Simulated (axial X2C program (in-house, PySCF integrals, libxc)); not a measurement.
**A two-component session on ZrC⁻: EOM-EA-CCSD levels**

Wanted for ZrC⁻: EOM-EA-CCSD levels, at the two-component level.

Computed with an in-house X2C program for linear molecules on PySCF integrals. Level: two-component X2C with atomic mean-field terms, Zr dyall-acv3z, C dyall-av3z.

All values are calculated.

### Step 1. Set-up

The input, task.json:

```json
{
 "zs": [
  40,
  6
 ],
 "q": -1,
 "bas": [
  "dyall-acv3z",
  "dyall-av3z"
 ],
 "r0": 1.94,
 "eom": "ea",
 "thr": -2.0,
 "nmax": 92,
 "grid": [
  1,
  0.96,
  1.045,
  0.92,
  1.09,
  1.15
 ],
 "rq": 0
}
```

Keys: zs atomic numbers; q charge; bas basis sets; r0 starting distance in Å; eom kind of EOM run; thr threshold in hartree for freezing inner shells (an s shell follows its p shell); nmax most natural virtual spinors; grid distances as factors.

Run with:

```sh
python soeom.py task.json out
```

Further steps of the session: EOM-EA-CCSD at 1.775 Å.

Q: Predict the outcome of this session. Wanted: next root led by one particle; T1 of the reference.

The runs gave:

| quantity | value |
| --- | --- |
| lowest root at 1.775 Å | Ω = 1/2, 1.263 eV |
| next root led by one particle | Ω = 1/2, about 10710 cm⁻¹ higher |
| T1 of the reference | 0.035 |

The added electron is bound by 1.26 eV in a spinor of 56% Zr sσ, 26% Zr pσ, 13% C pσ. The closed-shell reference lies 0.36 eV above the lowest determinant found, so these energies count from an excited configuration. Errors of 0.1 to 0.3 eV are usual at this size, and roots led by higher excitations are left out, so the list is incomplete, and low states of that kind can be missing. T1 or the largest double amplitude of the reference is raised, which lowers the reliability.
